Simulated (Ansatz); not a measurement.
**C₅HAlF₈O₂: a ladder of functionals and wavefunction methods**

How much do the methods differ for C₅HAlF₈O₂? The plan is to run it at one geometry with functionals of several rungs and with coupled cluster. The yardstick is the atomisation energy at the CCSD(T) limit.

Method: functionals in def2-TZVPP, the program's frozen cores in correlated methods; program: Ansatz 0.2.0, Gaussian basis.

The runs, in order: LDA (SPW92), PBE-D4, revPBE-D4, BLYP-D4, r2SCAN-D4, B97M-V, PBE0-D4, B3LYP-D4, r2SCANh-D4, r2SCAN0-D4, HSE06-D4, BHLYP-D4, CAM-B3LYP-D4, LC-ωPBE, ωB97X-V, ωB97M-V, B2PLYP, PBE-QIDH; CCSD(T)/def2-SVP; CCSD(T)/def2-TZVPP; MP2/def2-QZVPP; extrapolation to the limit; RPA on PBE.

## Step 1: Structure used throughout

All runs share one geometry, relaxed beforehand with PBE0-D4 in a triple-zeta def2 set.

SMILES `FC(F)(F)C1=CC(C(F)(F)F)=[O+][Al-]([F])([F])[O]1`, 17 atoms, charge 0, spin multiplicity 1.

Atoms are counted from 1 here; the program's logs count them from 0.

Bond lengths: F1–C2 1.317 Å, C2–F3 1.334 Å, C2–F4 1.334 Å, C2–C5 1.538 Å, C5–C6 1.387 Å, C5–O16 1.260 Å, C6–C7 1.387 Å, C6–H17 1.080 Å, C7–C8 1.538 Å, C7–O12 1.260 Å, C8–F9 1.334 Å, C8–F10 1.334 Å, C8–F11 1.317 Å, O12–Al13 1.819 Å, Al13–F14 1.640 Å, Al13–F15 1.640 Å, Al13–O16 1.819 Å. Angles: F1–C2–F3 108.9°, F1–C2–F4 108.9°, F1–C2–C5 111.6°, F3–C2–F4 108.0°, F3–C2–C5 109.7°, F4–C2–C5 109.7°, C2–C5–C6 117.8°, C2–C5–O16 115.9°, C6–C5–O16 126.3°, C5–C6–C7 120.2°, C5–C6–H17 119.9°, C7–C6–H17 119.9°, C6–C7–C8 117.8°, C6–C7–O12 126.3°, C8–C7–O12 115.9°, C7–C8–F9 109.7°, C7–C8–F10 109.7°, C7–C8–F11 111.6° and more.

## Step 2: LDA

This LDA is Slater exchange with PW92 correlation.

The input, in.yaml:

```yaml
crystal:
  periodic: [false, false, false]
  atoms:
    - {symbol: F, position_ang: [-2.495690, 2.336440, -1.022733]}
    - {symbol: C, position_ang: [-1.554273, 2.145388, -0.121407]}
    - {symbol: F, position_ang: [-2.105223, 2.177397, 1.092829]}
    - {symbol: F, position_ang: [-0.671275, 3.141872, -0.200444]}
    - {symbol: C, position_ang: [-0.837071, 0.800684, -0.328851]}
    - {symbol: C, position_ang: [0.183045, 0.469034, 0.551114]}
    - {symbol: C, position_ang: [0.864117, -0.731476, 0.410091]}
    - {symbol: C, position_ang: [1.985777, -1.042111, 1.415592]}
    - {symbol: F, position_ang: [1.489446, -1.049968, 2.653529]}
    - {symbol: F, position_ang: [2.920853, -0.093153, 1.351774]}
    - {symbol: F, position_ang: [2.544909, -2.209709, 1.172199]}
    - {symbol: O, position_ang: [0.656713, -1.608328, -0.470763]}
    - {symbol: Al, position_ang: [-0.595431, -1.523022, -1.787104]}
    - {symbol: F, position_ang: [-1.739959, -2.667906, -1.525766]}
    - {symbol: F, position_ang: [0.150348, -1.396525, -3.242008]}
    - {symbol: O, position_ang: [-1.244311, 0.103636, -1.296360]}
    - {symbol: H, position_ang: [0.448035, 1.147727, 1.348298]}
basis:
  gaussian: {orbitals: def2-TZVPP}
hamiltonian: {xc: lda}
output: {orbitals: {seedname: orbitals}}
```

Started as:

```bash
$ ansatz run in.yaml --threads 11 --pin off --events-out ev --progress --plain --max-ram 120832MiB --backend cuda --devices 0, --max-vram 75GiB
```

The runs that follow: PBE-D4 (GGA); revPBE-D4 (GGA); BLYP-D4 (GGA); r2SCAN-D4 (meta-GGA); B97M-V (meta-GGA); B3LYP-D4 (hybrid); r2SCANh-D4 (hybrid); r2SCAN0-D4 (hybrid); HSE06-D4 (hybrid); BHLYP-D4 (hybrid); CAM-B3LYP-D4 (range-separated); LC-ωPBE (range-separated); ωB97X-V (range-separated); ωB97M-V (range-separated); B2PLYP (double hybrid); PBE-QIDH (double hybrid); CCSD(T) in def2-SVP; CCSD(T) in def2-TZVPP; MP2 in def2-QZVPP; RPA on PBE orbitals.

Q: Predict the results of all the runs planned. Wanted: atomisation energy, CCSD(T)/CBS; farthest beyond LDA; mean size of error, GGA; mean size of error, meta-GGA; mean size of error, hybrid; mean size of error, range-separated; mean size of error, double hybrid; gap, smallest and largest; T1 diagnostic.

As calculated:

| quantity | value |
| --- | --- |
| atomisation energy, CCSD(T)/CBS | 1913.4 kcal/mol |
| functionals within 9.6 kcal/mol (0.5 %) | B97M-V, r2SCANh-D4, ωB97X-V, ωB97M-V, PBE-QIDH |
| farthest beyond LDA | BHLYP-D4 (-117.0 kcal/mol) |
| mean size of error, GGA | 43.0 kcal/mol |
| mean size of error, meta-GGA | 17.6 kcal/mol |
| mean size of error, hybrid | 34.5 kcal/mol |
| mean size of error, range-separated | 12.8 kcal/mol |
| mean size of error, double hybrid | 13.8 kcal/mol |
| gap, smallest and largest | 3.23 eV (LDA (SPW92)), 9.97 eV (LC-ωPBE) |
| T1 diagnostic | 0.0149 |
| triples share of the correlation energy | 3.5 % |

**Reading.** LDA overbinds by 409.0 kcal/mol (21 %). PBE-D4 is off by +96.6 kcal/mol. Double hybrids carry the basis error of their MP2 part in triple zeta, and no dispersion term here, so their miss is partly the set-up's. By mean error the best rung here is range-separated (12.8 kcal/mol) and the worst beyond LDA is GGA (43.0 kcal/mol). The gap between the best rungs is small, so their order is not settled. The reference freezes the cores and leaves out relativity and excitations past (T), so misses under about 9.6 kcal/mol can't be ranked. Hartree-Fock recovers 69 % of the binding; the rest is correlation. CCSD(T) in def2-SVP is off by -90.6 kcal/mol, which most functionals beat. The gap grows from 3.2 to 10.0 eV across the functionals, mostly with the share of exact exchange.
